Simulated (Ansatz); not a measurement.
# C₃H₉BS: a ladder of functionals and wavefunction methods

One table from this session's results is given with a row withheld; the runs are named, their logs left out.

Program: Ansatz 0.2.0, Gaussian basis. Level of theory: functionals in def2-TZVPP, the program's frozen cores in correlated methods. These are calculated values, not measurements.

Levels to be run: LDA (SPW92), PBE-D4, revPBE-D4, BLYP-D4, r2SCAN-D4, B97M-V, PBE0-D4, B3LYP-D4, r2SCANh-D4, r2SCAN0-D4, HSE06-D4, BHLYP-D4, CAM-B3LYP-D4, LC-ωPBE, ωB97X-V, ωB97M-V, B2PLYP, PBE-QIDH; CCSD(T)/def2-SVP; CCSD(T)/def2-TZVPP; MP2/def2-QZVPP; extrapolation to the limit; RPA on PBE.

## The geometry

An earlier PBE0-D4 in a triple-zeta def2 set relaxation fixed the geometry.

SMILES `CSB(C)C`, 14 atoms, charge 0, spin multiplicity 1.

Atoms are counted from 1 here; the program's logs count them from 0.

Bond lengths: C1–S2 1.807 Å, C1–H6 1.090 Å, C1–H7 1.089 Å, C1–H8 1.089 Å, S2–B3 1.786 Å, B3–C4 1.570 Å, B3–C5 1.569 Å, C4–H9 1.093 Å, C4–H10 1.098 Å, C4–H11 1.092 Å, C5–H12 1.091 Å, C5–H13 1.096 Å, C5–H14 1.097 Å. Angles: S2–C1–H6 110.9°, S2–C1–H7 107.4°, S2–C1–H8 111.0°, H6–C1–H7 108.9°, H6–C1–H8 109.7°, H7–C1–H8 109.0°, C1–S2–B3 105.9°, S2–B3–C4 122.3°, S2–B3–C5 115.8°, C4–B3–C5 121.9°, B3–C4–H9 113.5°, B3–C4–H10 109.2°, B3–C4–H11 112.4°, H9–C4–H10 105.9°, H9–C4–H11 108.4°, H10–C4–H11 107.0°, B3–C5–H12 115.2°, B3–C5–H13 109.9° and more.

Set-up of the first run:

in.yaml

```yaml
crystal:
  periodic: [false, false, false]
  atoms:
    - {symbol: C, position_ang: [-1.719166, 0.141573, 1.566518]}
    - {symbol: S, position_ang: [-0.630913, 1.294991, 0.700809]}
    - {symbol: B, position_ang: [0.403955, 0.292319, -0.354359]}
    - {symbol: C, position_ang: [0.296191, -1.273120, -0.393396]}
    - {symbol: C, position_ang: [1.452421, 1.071865, -1.222689]}
    - {symbol: H, position_ang: [-2.385847, -0.363320, 0.868049]}
    - {symbol: H, position_ang: [-2.317520, 0.722973, 2.267172]}
    - {symbol: H, position_ang: [-1.142156, -0.597063, 2.121405]}
    - {symbol: H, position_ang: [-0.734268, -1.638234, -0.404664]}
    - {symbol: H, position_ang: [0.753547, -1.689009, 0.513534]}
    - {symbol: H, position_ang: [0.825687, -1.706152, -1.245124]}
    - {symbol: H, position_ang: [1.477259, 2.151173, -1.062150]}
    - {symbol: H, position_ang: [2.457128, 0.672911, -1.041160]}
    - {symbol: H, position_ang: [1.250682, 0.889692, -2.285044]}
basis:
  gaussian: {orbitals: def2-TZVPP}
hamiltonian: {xc: lda}
output: {orbitals: {seedname: orbitals}}
```

Steps of the session up to this table: LDA; PBE-D4 (GGA); revPBE-D4 (GGA); BLYP-D4 (GGA); r2SCAN-D4 (meta-GGA); B97M-V (meta-GGA); PBE0-D4 (hybrid); B3LYP-D4 (hybrid); r2SCANh-D4 (hybrid); r2SCAN0-D4 (hybrid); HSE06-D4 (hybrid); BHLYP-D4 (hybrid); CAM-B3LYP-D4 (range-separated); LC-ωPBE-D4 (range-separated; the results give it without D4); ωB97X-V (range-separated); ωB97M-V (range-separated); B2PLYP (double hybrid); PBE-QIDH (double hybrid).

One of the session's tables, all rows but one given; the rest of the session is left out.

It belongs to the step «Orbital energies across the functionals». 

```
  functional  HOMO (eV)  gap (eV)
 LDA (SPW92)      -6.19      4.86
      PBE-D4      -6.09      4.95
   revPBE-D4      -6.04      5.00
     BLYP-D4      -5.93      4.97
   r2SCAN-D4      -6.31      5.51
      B97M-V      -6.38      5.65
     PBE0-D4      -7.23      7.05
    B3LYP-D4      -7.01      6.63
  r2SCANh-D4      -6.74      6.26
  r2SCAN0-D4      -7.38      7.40
    HSE06-D4      -6.83      6.27
    BHLYP-D4          ?         ?
CAM-B3LYP-D4      -8.53      9.49
     LC-ωPBE      -9.90     11.98
     ωB97X-V      -9.56     11.56
     ωB97M-V      -9.42     11.22
```

**Question.** Estimate the row for BHLYP-D4.

Worked estimate for «HOMO (eV)». Against the share of exact exchange, BLYP-D4 (0, -5.93), B3LYP-D4 (0.2, -7.01) give a slope of -5.40 per unit share; at 0.5 the line stands at -8.63.

As computed: HOMO (eV): -8.25; gap (eV): 9.15. In «HOMO (eV)» the line misses by -0.38.
